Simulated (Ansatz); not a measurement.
# WCl4O (SMILES O=[W](Cl)(Cl)(Cl)Cl): CCSD(T)/def2-SVP (core potential)

Aim: the energy change on altering one bond length of WCl4O at CCSD(T)/def2-SVP (core potential), from 2 runs. 

The results are computed with Ansatz 0.2.0.

## Step 1: Starting point

WCl4O has 6 atoms, charge 0, and is taken as a singlet. SMILES: `O=[W](Cl)(Cl)(Cl)Cl`. The shape is that of a PBE0-D4/def2-TZVP optimisation.

Bond lengths: O1–W2 1.668 Å, W2–Cl3 2.287 Å, W2–Cl4 2.287 Å, W2–Cl5 2.287 Å, W2–Cl6 2.287 Å. Angles: O1–W2–Cl3 104.0°, O1–W2–Cl4 103.9°, O1–W2–Cl5 103.9°, O1–W2–Cl6 103.9°, Cl3–W2–Cl4 152.1°, Cl3–W2–Cl5 86.7°, Cl3–W2–Cl6 86.7°, Cl4–W2–Cl5 86.7°, Cl4–W2–Cl6 86.7°, Cl5–W2–Cl6 152.1°.

## Step 2: A single-point energy at CCSD(T)/def2-SVP (core potential)

in.yaml

```yaml
crystal:
  periodic: [false, false, false]
  atoms:
    - {symbol: O, position_ang: [-0.010050, -1.747150, 0.186510]}
    - {symbol: W, position_ang: [-0.000510, -0.089070, 0.009510]}
    - {symbol: Cl, position_ang: [1.915280, 0.567920, 1.072290]}
    - {symbol: Cl, position_ang: [-1.910010, 0.350500, -1.170330]}
    - {symbol: Cl, position_ang: [1.129180, 0.249450, -1.950250]}
    - {symbol: Cl, position_ang: [-1.123900, 0.668360, 1.852270]}
basis:
  gaussian:
    orbitals: def2-SVP
correlation:
  method: ccsd_t
  frozen_orbitals: {Cl: 5, O: 1, W: 0}
accuracy: high
scf:
  omitted_lower_state_checks: [cluster_reference, increment]
```

The run is started by

```bash
$ ansatz run in.yaml --threads 1 --pin off --max-ram 3480MiB --events-out events.jsonl --progress --plain --runs-dir runs
```

What it wrote (excerpt; [...] marks lines left out):

```text
Warning: RAYON_NUM_THREADS=1 ignored (pool sized by the plan → 1); use --threads N
Functional definition: HF
  name "HF"
[...]
2465 factors; integrals over basis functions are off by at most 9.1e-9 eV
[...]
mean field -53844.97626845 eV, -1978.7663804297 hartree, gradient 3.8e-8 eV, S^2 0.000000; 0 other end points of the search recorded, 0 dependent functions left out
21 core orbitals not correlated: weight in the atoms' cores, before any rotation towards them, 1.000 or more for the frozen orbitals, at most 0.000 for the correlated occupied ones
reference -53844.97626845 eV, -1978.7663804297 hartree; 24, 24 occupied and 73, 73 virtual orbitals, 2465 factors
second order -30.66084823 eV of doubles, -0.00000000 eV of singles
cycle   1  -28.04571445 eV  change     2.6e0 eV  update   3.0e-1
[...]
cycle  23  -29.89985345 eV  change   9.7e-10 eV  update   3.2e-9
perturbative correction -1.38885832 eV, -0.0510396018 hartree
Total energy: -53876.26498022 eV, -1979.9162193791 hartree
Checks for a lower state left out: cluster_reference, increment
```

Wall time 1.9 min (1 thread of Arm Neoverse V2, shared host); peak memory 1 GiB.

## Step 3: The distorted shape

Changes to in.yaml since step 2:

```diff
@@ -3,3 +3,3 @@
   atoms:
-    - {symbol: O, position_ang: [-0.010050, -1.747150, 0.186510]}
+    - {symbol: O, position_ang: [-0.011481, -1.995905, 0.213065]}
     - {symbol: W, position_ang: [-0.000510, -0.089070, 0.009510]}
```

The run is started by

```bash
$ ansatz run in.yaml --threads 1 --pin off --max-ram 3480MiB --events-out events.jsonl --progress --plain --runs-dir runs
```

What it wrote (excerpt; [...] marks lines left out):

```text
Warning: RAYON_NUM_THREADS=1 ignored (pool sized by the plan → 1); use --threads N
[... 2 set-up lines as earlier in the session ...]
[...]
2473 factors; integrals over basis functions are off by at most 7.1e-9 eV
[...]
mean field -53843.00992223 eV, -1978.6941185389 hartree, gradient 3.6e-8 eV, S^2 0.000000; 0 other end points of the search recorded, 0 dependent functions left out; unrestricted orbitals would lower it
21 core orbitals not correlated: weight in the atoms' cores, before any rotation towards them, 1.000 or more for the frozen orbitals, at most 0.000 for the correlated occupied ones
reference -53843.00992223 eV, -1978.6941185389 hartree; 24, 24 occupied and 73, 73 virtual orbitals, 2473 factors
second order -32.00921835 eV of doubles, -0.00000000 eV of singles
cycle   1  -27.60908759 eV  change     4.4e0 eV  update   4.4e-1
[...]
cycle  25  -30.55506400 eV  change   -4.0e-9 eV  update   2.7e-9
perturbative correction -1.72192355 eV, -0.0632795234 hartree
Total energy: -53875.28690978 eV, -1979.8802759534 hartree
Checks for a lower state left out: cluster_reference, increment
```

Wall time 2.1 min (1 thread of Arm Neoverse V2, shared host); peak memory 1 GiB.

## Step 4: Outcome

At CCSD(T)/def2-SVP (core potential), 21 core orbitals frozen:

| quantity | value |
| --- | --- |
| first shape: total energy | -1979.91622 Eh |
| first shape: correlation energy (21 core orbitals frozen) | -1149.8 mEh |
| first shape: (T) correction | -51.04 mEh |
| first shape: T1 diagnostic | 0.021 |
| distorted shape: total energy | -1979.88028 Eh |
| distorted shape: correlation energy (21 core orbitals frozen) | -1186.2 mEh |
| distorted shape: (T) correction | -63.28 mEh |
| distorted shape: T1 diagnostic | 0.027 |
| energy change with the O1–W2 bond stretched from 1.668 to 1.918 Å | 0.978 eV |

What this shows: With the O1–W2 bond stretched from 1.668 to 1.918 Å the energy rises by 0.98 eV (94.4 kJ/mol). The first shape isn't relaxed at this level, so the change isn't measured from a minimum. The triples (first shape) make up 4.4 % of the correlation energy. The restricted solution (distorted shape) is unstable to spin breaking: an unrestricted one lies lower. The triples (distorted shape) make up 5.3 % of the correlation energy.
